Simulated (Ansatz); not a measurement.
# AlH6NOSi: the cost of one run

Method: RKS B3LYP-D4/6-31G*, in Ansatz 0.2.0.

## (1) The structure to begin with

Bond lengths: N1–Al2 1.852 Å, Al2–O3 1.809 Å, Al2–Si4 2.326 Å, N1–H5 1.056 Å, N1–H6 1.108 Å, O3–H7 0.990 Å, Si4–H8 1.457 Å, Si4–H9 1.543 Å, Si4–H10 1.457 Å. Angles: N1–Al2–O3 118.7°, N1–Al2–Si4 122.4°, O3–Al2–Si4 118.9°, Al2–N1–H5 111.0°, Al2–N1–H6 108.2°, H5–N1–H6 103.5°, Al2–O3–H7 107.8°, Al2–Si4–H8 110.2°, Al2–Si4–H9 109.2°, Al2–Si4–H10 113.0°, H8–Si4–H9 108.0°, H8–Si4–H10 110.7°, H9–Si4–H10 105.5°.

Structure file:

```xyz
10

N    -0.8206    0.8662   -1.6618
Al    0.3405    0.1339   -0.4185
O     2.1016    0.0467   -0.8208
Si   -0.3874   -0.6925    1.6306
H    -0.2929    1.2507   -2.4918
H    -1.2871    1.7651   -1.2128
H     2.2701   -0.8254   -1.2577
H    -0.1101   -2.1196    1.7255
H    -1.9139   -0.4947    1.7432
H     0.1830    0.0184    2.7671
```

## (2) End point A

input.yaml reads:

```yaml
crystal:
  periodic: [false, false, false]
  atoms:
    - { symbol: "N", position_ang: [-0.8206, 0.8662, -1.6618] }
    - { symbol: Al, position_ang: [0.3405, 0.1339, -0.4185] }
    - { symbol: O, position_ang: [2.1016, 0.0467, -0.8208] }
    - { symbol: Si, position_ang: [-0.3874, -0.6925, 1.6306] }
    - { symbol: H, position_ang: [-0.2929, 1.2507, -2.4918] }
    - { symbol: H, position_ang: [-1.2871, 1.7651, -1.2128] }
    - { symbol: H, position_ang: [2.2701, -0.8254, -1.2577] }
    - { symbol: H, position_ang: [-0.1101, -2.1196, 1.7255] }
    - { symbol: H, position_ang: [-1.9139, -0.4947, 1.7432] }
    - { symbol: H, position_ang: [0.183, 0.0184, 2.7671] }
basis:
  gaussian: { orbitals: "6-31G*" }
hamiltonian:
  xc: b3lyp
  dispersion: d4
relax:
  f_tol: 0.015
  max_steps: 40
```

Started as:

```bash
$ ansatz run input.yaml --threads 1 --pin off --max-ram 2048MiB --backend cpu --events-out ev --progress --plain --runs-dir out
```

**Question.** How long does this run take on 1 thread of Arm Neoverse V1, shared host, and how much memory does it need?

About 90 s, with a peak of 0.16 GiB.
